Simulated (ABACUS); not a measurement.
Ba2Tl5V3O12:

```
Ba V Tl O
1.0
     4.23698    2.32407    6.28141
    -4.23698    2.32407    6.28141
     0.00000   -5.18599    6.49610
Ba V Tl O
2 3 5 12
Direct
  0.50000 0.50000 0.50000
  0.00000 0.00000 0.00000
  0.50000 0.50000 0.00000
  0.00000 0.50000 0.50000
  0.50000 0.00000 0.50000
  0.00000 0.00000 0.50000
  0.50000 0.00000 0.00000
  0.00000 0.50000 0.00000
  0.74045 0.74045 0.74045
  0.25955 0.25955 0.25955
  0.71652 0.08089 0.41242
  0.41242 0.71652 0.08089
  0.08089 0.41242 0.71652
  0.58757 0.91911 0.28348
  0.91911 0.28348 0.58757
  0.28348 0.58757 0.91911
  0.28348 0.91911 0.58757
  0.58757 0.28348 0.91911
  0.91911 0.58757 0.28348
  0.41242 0.08089 0.71652
  0.08089 0.71652 0.41242
  0.71652 0.41242 0.08089
```

The cell was built by a generator and needn't be a form met in nature.

The cell isn't the ideal one: cell strained by +0.06 along c.

Below is the output of ABACUS 3.10.1 for this cell. Logs are shortened: lines on timing, memory, paths and dates and some standing lists are left out, and cuts for length are marked.

```text
ABACUS v3.10.1

               Atomic-orbital Based Ab-initio Computation at UStc

 ------------------------------------------------------------------------------------

 READING GENERAL INFORMATION
                           global_out_dir = OUT.Ba2Tl5V3O12/
                           global_in_card = INPUT
                               pseudo_dir = ./
                              orbital_dir = ./
                                    DSIZE = 8
                                    GSIZE = 1

 READING UNITCELL INFORMATION
                                    ntype = 4
                  lattice constant (Bohr) = 1.88973
              lattice constant (Angstrom) = 1

 READING ATOM TYPE 1
                               atom label = Ba
                      L=0, number of zeta = 3
                      L=1, number of zeta = 2
                      L=2, number of zeta = 2
             number of atom for this type = 2
               magnetization of element 1 = 0

 READING ATOM TYPE 2
                               atom label = V
                      L=0, number of zeta = 3
                      L=1, number of zeta = 2
                      L=2, number of zeta = 2
                      L=3, number of zeta = 1
             number of atom for this type = 3
               magnetization of element 2 = 2

 READING ATOM TYPE 3
                               atom label = Tl
                      L=0, number of zeta = 2
                      L=1, number of zeta = 2
                      L=2, number of zeta = 2
             number of atom for this type = 5
               magnetization of element 3 = 0

[... 741 lines left out ...]
 E_band         -76.5668378191       -1041.7452721820
 E_one_elec     -660.1509994750      -8981.8151332547
 E_Hartree      443.6649951516       6036.3719372035
 E_xc           -385.9861225762      -5251.6106159628
 E_Ewald        -957.6463038552      -13029.4464010705
 E_entropy(-TS) -0.0047467293        -0.0645825652
 E_descf        0.0000000000         0.0000000000
 E_exx          0.0000000000         0.0000000000
 E_Fermi        0.5541094012         7.5390451721
----------------------------------------------------------

 charge density convergence is achieved
 final etot is -21226.564796 eV
 EFERMI = 7.5390451721 eV

 STATE ENERGY(eV) AND OCCUPATIONS    NSPIN == 2
SPIN UP :
 1/10 kpoint (Cartesian) = 0.0000 0.0000 0.0000 (5749 pws)
       1       -57.2629      0.0370370
       2       -57.2629      0.0370370
       3       -57.1592      0.0370370
       4       -31.2009      0.0370370
       5       -31.2005      0.0370370
       6       -31.0871      0.0370370
[... 728 lines left out ...]
     120        12.5728    2.80637e-45
     121        12.6854    2.95399e-46

[... levels at 14 further k points ...]

-------------------------------------------------
 Total Magnetism (uB)
-------------------------------------------------
                        Ba1        -0.0066501241
                        Ba2         0.0019570329
                         V1        -0.4633548969
                         V2        -0.3609437641
                         V3        -0.3966322997
                        Tl1         0.0039801072
[... 18 lines left out ...]
 correction force for each atom along direction 1 is -6.33775e-07
 correction force for each atom along direction 2 is -3.03650e-08
 correction force for each atom along direction 3 is 1.61350e-08
------------------------------------------------------------------------------------------
 TOTAL-FORCE (eV/Angstrom)
------------------------------------------------------------------------------------------
                       Ba1         0.0000000000         0.0000059874         0.0000474662
                       Ba2         0.0000000000        -0.0000032425         0.0000034099
                        V1         0.0000000000        -0.0000929511        -0.0000650746
                        V2         0.0001420432        -0.0000403313        -0.0000679225
                        V3        -0.0001420432        -0.0000403313        -0.0000679225
                       Tl1         0.0000000000        -0.0000108712        -0.0000837422
[... 11 lines left out ...]
                        O8        -0.2724170793         0.0090221550         0.8395797714
                        O9         0.5271566161        -0.6471408924         0.9074496384
                       O10         0.5275131202         0.6474192931        -0.9074387129
                       O11         0.2975861760        -0.2219032351        -0.5350072450
                       O12        -0.2727600982        -0.0088159723        -0.8395075725
------------------------------------------------------------------------------------------

----------------------------------------------------------------
 TOTAL-STRESS (KBAR)
----------------------------------------------------------------
       -26.2475931394         0.0000000000         0.0000000000
        -0.0000000000       -29.0657487275        19.6233999523
         0.0000000000        19.6233999523       -58.5981100670
----------------------------------------------------------------
 TOTAL-PRESSURE: -37.970484 KBAR

 --------------------------------------------
 !FINAL_ETOT_IS -21226.5647956496213737 eV
 --------------------------------------------
```

Task: What input gives this log?

Result: Single point with PBE, collinear spin, ferromagnetic start. The files as run (others can give the same):

INPUT
```
INPUT_PARAMETERS
suffix              Ba2Tl5V3O12
calculation         scf
basis_type          lcao
pseudo_dir          ./
orbital_dir         ./
symmetry            1
dft_functional      pbe
ecutwfc             100
pseudo_rcut         7
nspin               2
nbands              121
ks_solver           genelpa
smearing_method     fd
smearing_sigma      0.00367493
scf_thr             1e-07
scf_nmax            100
mixing_type         broyden
mixing_beta         0.4
cal_force           1
cal_stress          1
out_mul             1
```

STRU
```
ATOMIC_SPECIES
Ba 137.3270 Ba.upf
V 50.9415 V.upf
Tl 204.3800 Tl.upf
O 15.9990 O.upf

NUMERICAL_ORBITAL
Ba_confined-atom_9au_3s2p2d.orb
V_confined-atom_7au_3s2p2d1f.orb
Tl_confined-atom_8au_2s2p2d.orb
O_confined-atom_6au_2s2p1d.orb

LATTICE_CONSTANT
1.8897261246

LATTICE_VECTORS
4.2369800000 2.3240659948 6.2814133441
-4.2369800000 2.3240659948 6.2814133441
0.0000000000 -5.1859864000 6.4961040000

ATOMIC_POSITIONS
Direct

Ba
0.0
2
0.5000000000 0.5000000000 0.5000000000 1 1 1 mag 0
0.0000000000 0.0000000000 0.0000000000 1 1 1 mag 0

V
0.0
3
0.5000000000 0.5000000000 0.0000000000 1 1 1 mag 2
0.0000000000 0.5000000000 0.5000000000 1 1 1 mag 2
0.5000000000 0.0000000000 0.5000000000 1 1 1 mag 2

Tl
0.0
5
0.0000000000 0.0000000000 0.5000000000 1 1 1 mag 0
0.5000000000 0.0000000000 0.0000000000 1 1 1 mag 0
0.0000000000 0.5000000000 0.0000000000 1 1 1 mag 0
0.7404500000 0.7404500000 0.7404500000 1 1 1 mag 0
0.2595500000 0.2595500000 0.2595500000 1 1 1 mag 0

O
0.0
12
0.7165200000 0.0808900000 0.4124200000 1 1 1 mag 0
0.4124200000 0.7165200000 0.0808900000 1 1 1 mag 0
0.0808900000 0.4124200000 0.7165200000 1 1 1 mag 0
0.5875700000 0.9191100000 0.2834800000 1 1 1 mag 0
0.9191100000 0.2834800000 0.5875700000 1 1 1 mag 0
0.2834800000 0.5875700000 0.9191100000 1 1 1 mag 0
0.2834800000 0.9191100000 0.5875700000 1 1 1 mag 0
0.5875700000 0.2834800000 0.9191100000 1 1 1 mag 0
0.9191100000 0.5875700000 0.2834800000 1 1 1 mag 0
0.4124200000 0.0808900000 0.7165200000 1 1 1 mag 0
0.0808900000 0.7165200000 0.4124200000 1 1 1 mag 0
0.7165200000 0.4124200000 0.0808900000 1 1 1 mag 0
```

KPT
```
K_POINTS
0
Gamma
3 3 3 0 0 0
```

Potentials or basis: PseudoDojo NC SR 0.4.1 PBE standard, DZP LCAO (the cutoffs set its grid).
Run with:
```bash
$ OMP_NUM_THREADS=1 mpirun -np 8 abacus > log
```

Caveat: the atomic orbitals were generated for these runs and aren't a published set; this release of the barium file is off; the basis of atomic orbitals isn't converged, which shifts pressures, moduli and gaps; semilocal functionals often make such compounds metallic where correlation or magnetic order opens a gap, which also shifts bond lengths; forces of over 1 eV/Å show positions far from the minimum, so gaps and moduli don't describe the material at rest.
